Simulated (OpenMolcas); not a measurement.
# Co²⁺: CASSCF and CASPT2 terms and fine-structure levels

Wanted: the level scheme of Co²⁺ from active-space wave functions, then second-order correlation under several settings.

Program: OpenMolcas 26.06. Level of theory: state-averaged CASSCF and CASPT2, spin-orbit coupling by RASSI with atomic mean-field integrals. These are calculated values, not measurements, unless marked.

## 1. Starting point

- Species: Co²⁺ (cobalt, Z = 27, 25 electrons)
- Basis: ANO-RCC-VQZP [7s6p4d3f2g1h], 95 functions
- Scalar Hamiltonian: DKH2, point nucleus
- Inactive shells: 1s 2s 2p 3s 3p
- Active space: 7 electrons in 5 orbitals (3d)
- Some configurations of this space: 3d7
- Orbitals: optimised for each spin and parity, averaged over the low roots

The outer shells:

3d7
```
3d [↑↓][↑↓][↑ ][↑ ][↑ ]
```

The work runs as a chain of OpenMolcas steps in one folder; each step below is one input file. Labels, J, g values, rates, χT and fits are worked out afterwards by a script from the matrices that RASSI stores.

## 2. GATEWAY and SEWARD: basis and integrals

a.inp

```
&GATEWAY
Coord
1

Co 0.0 0.0 0.0
Basis=ANO-RCC-VQZP
Group=XYZ
NoMove
AngMom=0.0 0.0 0.0
AMFI
&SEWARD
```

Started as:

```
$ OMP_NUM_THREADS=1 MOLCAS_MEM=2252 MOLCAS_PROJECT=a pymolcas a.inp > a.log
```

## 3. CASSCF: quartets of even parity, 10 roots

a.inp

```
&RASSCF
FileOrb=start.orb
Symmetry=1
Spin=4
nActEl=7 0 0
Inactive=3 6
Ras2=5 0
CIRoot=10 10 1
SDav=10
CIMx=300
Iter=120 100
PrWF=0.3
OrbListing=Nothing
MaxOrb=0
Atom
>>> COPY $Project.JobIph JOB001
```

start.orb holds the contracted functions of the basis, ordered by shell, or the orbitals of the step before.

## 4. Reference wave functions, doublets of even parity, 40 roots

a.inp

```
&RASSCF
FileOrb=start.orb
Symmetry=1
Spin=2
nActEl=7 0 0
Inactive=3 6
Ras2=5 0
CIRoot=40 40 1
SDav=40
CIMx=300
Iter=120 100
PrWF=0.3
OrbListing=Nothing
MaxOrb=0
Atom
>>> COPY $Project.JobIph JOB002
```

## 5. State interaction with spin-orbit coupling

a.inp

```
&RASSI
NrOfJobIphs=2 10 40
1 2 3 4 5 6 7 8 9 10
1 2 3 4 5 6 7 8 9 10 11 12 13 14 15 16 17 18 19 20 21 22 23 24 25 26 27
28 29 30 31 32 33 34 35 36 37 38 39 40
IphNames
JOB001
JOB002
EJob
SpinOrbit
DIPRint=1.0
SOCoupling=1000.0
Subsets=2
MEES
Property=10
'ANGMOM' 1 'ANGMOM' 2 'ANGMOM' 3 'MLTPL  1' 1 'MLTPL  1' 2 'MLTPL  1' 3
'AMFI' 1 'AMFI' 2 'AMFI' 3 'MLTPL  2' 6
SOProperty=3
'ANGMOM' 1 'ANGMOM' 2 'ANGMOM' 3
```

## 6. CASPT2: IPEA 0.35, imaginary shift 0.1 (closed shells correlated: 3s 3p), extended multistate

a.inp

```
>>> COPY JOB001 $Project.JobIph
&CASPT2
XMultistate=10 1 2 3 4 5 6 7 8 9 10
Frozen=2 3
IPEA=0.35
Imaginary=0.1
MaxIter=60
WThr=0.0 0.3 0.05
PrWF=0.5
NoMix
>>> COPY JOB002 $Project.JobIph
&CASPT2
XMultistate=40 1 2 3 4 5 6 7 8 9 10 11 12 13 14 15 16 17 18 19 20 21 22
23 24 25 26 27 28 29 30 31 32 33 34 35 36 37 38 39 40
Frozen=2 3
IPEA=0.35
Imaginary=0.1
MaxIter=60
WThr=0.0 0.3 0.05
PrWF=0.5
NoMix
```

## 7. CASPT2: IPEA 0.6, sigma2 regulariser 0.3 (closed shells correlated: none), extended multistate

Edit a.inp of step 6 so:

```diff
@@ -3,5 +3,5 @@
 XMultistate=10 1 2 3 4 5 6 7 8 9 10
-Frozen=2 3
-IPEA=0.35
-Imaginary=0.1
+Frozen=3 6
+IPEA=0.6
+Sig2=0.3
 MaxIter=60
@@ -14,5 +14,5 @@
 23 24 25 26 27 28 29 30 31 32 33 34 35 36 37 38 39 40
-Frozen=2 3
-IPEA=0.35
-Imaginary=0.1
+Frozen=3 6
+IPEA=0.6
+Sig2=0.3
 MaxIter=60
```

## 8. CASPT2: IPEA 0.75, imaginary shift 0.4 (closed shells correlated: 3s 3p)

a.inp

```
>>> COPY JOB001 $Project.JobIph
&CASPT2
Multistate=10 1 2 3 4 5 6 7 8 9 10
Frozen=2 3
IPEA=0.75
Imaginary=0.4
MaxIter=60
WThr=0.0 0.3 0.05
PrWF=0.5
NoMix
>>> COPY JOB002 $Project.JobIph
&CASPT2
Multistate=40 1 2 3 4 5 6 7 8 9 10 11 12 13 14 15 16 17 18 19 20 21 22
23 24 25 26 27 28 29 30 31 32 33 34 35 36 37 38 39 40
Frozen=2 3
IPEA=0.75
Imaginary=0.4
MaxIter=60
WThr=0.0 0.3 0.05
PrWF=0.5
NoMix
```

(Steps that only read results are left out.)

What does the calculation give? Wanted: lowest level; first excited level; lowest level of another term; spin-orbit lowering of the lowest level; strongest of the lines computed, by gA.

The runs gave:

| quantity | value |
| --- | --- |
| method | XMS-CASPT2, IPEA 0.35, imaginary shift 0.1 (closed shells correlated: 3s 3p) |
| lowest level | 3d7 4F 9/2, 100 % of that term, g = 1.334 |
| ground level listed by NIST | 4F9/2 |
| first excited level | 3d7 4F 7/2 at 824 cm-1 |
| lowest level of another term | 3d7 4P 5/2 at 15590 cm-1 |
| spin-orbit lowering of the lowest level | 837 cm-1 |
| strongest of the lines computed, by gA (one parity, so forbidden lines), at XMS-CASPT2 energies | 3d7 2D 5/2(2) → 3d7 2G 9/2, 232.2 nm, A = 8.90e+00 s⁻¹ |

Cost and accuracy by method:

```tsv
method	time of its own steps	time with the reference	mean absolute difference from the measured levels (cm-1)
A. CASSCF	21 s	21 s	3600
B. XMS-CASPT2, IPEA 0.35, imaginary shift 0.1, +3s 3p	14 s	35 s	580
C. XMS-CASPT2, IPEA 0.6, sigma2 regulariser 0.3, +none	6.4 s	28 s	1400
D. SS-CASPT2, IPEA 0.75, imaginary shift 0.4, +3s 3p	21 s	43 s	680
```

Times are of one thread on a shared host.

The multiplet 4F is inverted; its intervals divided by the larger J differ by 10 % of their mean, where Landé's rule for pure LS coupling makes them equal. Second-order correlation (method B) scales the levels of the lowest configuration above 5000 cm⁻¹ by 0.80 to 0.92. Method B lies closest to the measured levels (580 cm⁻¹ on average) and A farthest (3600). Only the configurations of the active space and the roots asked for are present. CASPT2 does not keep the components of a term degenerate, and the means are used. Only valence configurations of the active space appear, up to the ionisation limit; * or ° marks odd parity.
